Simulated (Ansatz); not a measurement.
**SbH3S: ionisation energy by level of theory**

Aim: the vertical ionisation energy of SbH3S, as cation minus neutral at the neutral's geometry, on several levels, and how well −ε(HOMO) stands in for it.

Program: Ansatz 0.2.0, Gaussian basis. Level of theory: unrestricted cation, the program's frozen cores in correlated methods. These are calculated values, not measurements.

The runs, in order: UKS PBE-D4/def2-TZVPP; UKS r2SCAN-D4/def2-TZVPP; UKS PBE0-D4/def2-TZVPP; UKS B3LYP-D4/def2-TZVPP; UKS wB97X-V/def2-TZVPP; UKS wB97M-V/def2-TZVPP; UKS B2PLYP/def2-TZVPP; UHF-CCSD(T)/def2-TZVPP; UHF-MP2/def2-QZVPP; extrapolation to the limit; then −ε(HOMO) from the neutral's earlier runs with LDA (SPW92), PBE-D4, revPBE-D4, BLYP-D4, r2SCAN-D4, B97M-V, PBE0-D4, B3LYP-D4, r2SCANh-D4, r2SCAN0-D4, HSE06-D4, BHLYP-D4, CAM-B3LYP-D4, LC-ωPBE, ωB97X-V, ωB97M-V.

**1. The geometry**

All runs share one geometry, relaxed beforehand with PBE0-D4 in a triple-zeta def2 set. Sb takes the def2 core potential; no spin-orbit term is included.

SMILES `[SH][SbH2]`, 5 atoms, charge 0, spin multiplicity 1.

Atoms are counted from 1 here; the program's logs count them from 0.

Bond lengths: S1–Sb2 2.426 Å, S1–H3 1.342 Å, Sb2–H4 1.710 Å, Sb2–H5 1.710 Å. Angles: Sb2–S1–H3 93.1°, S1–Sb2–H4 94.5°, S1–Sb2–H5 94.3°, H4–Sb2–H5 90.5°.

**2. Cation, UKS PBE-D4/def2-TZVPP**

in.yaml

```yaml
crystal:
  periodic: [false, false, false]
  atoms:
    - {symbol: S, position_ang: [0.495193, -0.808269, 1.178667]}
    - {symbol: Sb, position_ang: [-0.166560, 0.212099, -0.920531]}
    - {symbol: H, position_ang: [0.965916, -1.912349, 0.578253]}
    - {symbol: H, position_ang: [-1.710939, 0.685248, -0.357827]}
    - {symbol: H, position_ang: [0.466390, 1.749572, -0.519962]}
basis:
  gaussian: {orbitals: def2-TZVPP}
total_charge: 1
magnetization: {spin_polarized: true, initial_magnetization: 1}
hamiltonian: {xc: pbe, dispersion: d4}
```

Launch:

```sh
ansatz run in.yaml --threads 2 --pin off --events-out ev --progress --plain --max-ram 4352MiB
```

The runs that follow: Cation, UKS r2SCAN-D4/def2-TZVPP; Cation, UKS PBE0-D4/def2-TZVPP; Cation, UKS B3LYP-D4/def2-TZVPP; Cation, UKS wB97X-V/def2-TZVPP; Cation, UKS wB97M-V/def2-TZVPP; Cation, UKS B2PLYP (frozen core)/def2-TZVPP; Cation, UHF-CCSD(T)/def2-TZVPP; Cation, UHF-MP2/def2-QZVPP.

**Question.** What will the summary of the whole plan be? Wanted: ionisation energy, CCSD(T)/CBS; nearest functional by difference; nearest −ε(HOMO); −ε(HOMO) of PBE; T1 of the cation.

The runs gave:

| quantity | value |
| --- | --- |
| ionisation energy, CCSD(T)/CBS | 9.67 eV |
| nearest functional by difference | ωB97X-V (-0.12 eV) |
| nearest −ε(HOMO) | ωB97X-V (-0.04 eV) |
| −ε(HOMO) of PBE | 6.06 eV |
| T1 of the cation | 0.019 |

By cation minus neutral, the functionals miss by 0.37 eV at most. −ε(HOMO) of PBE misses by 3.6 eV, since self-interaction lifts the level. Among orbital estimates ωB97X-V comes nearest. Hartree-Fock falls 1.23 eV short, as the neutral has more correlation energy than the cation. The cation may have settled in a state other than its lowest; no search over hole states beyond the program's own was made. Correlated methods include outer-core shells of Sb, which these sets cover unevenly. With outer-core shells in play the reference is unsure by up to some tenths of an eV, so close misses can't be ranked.
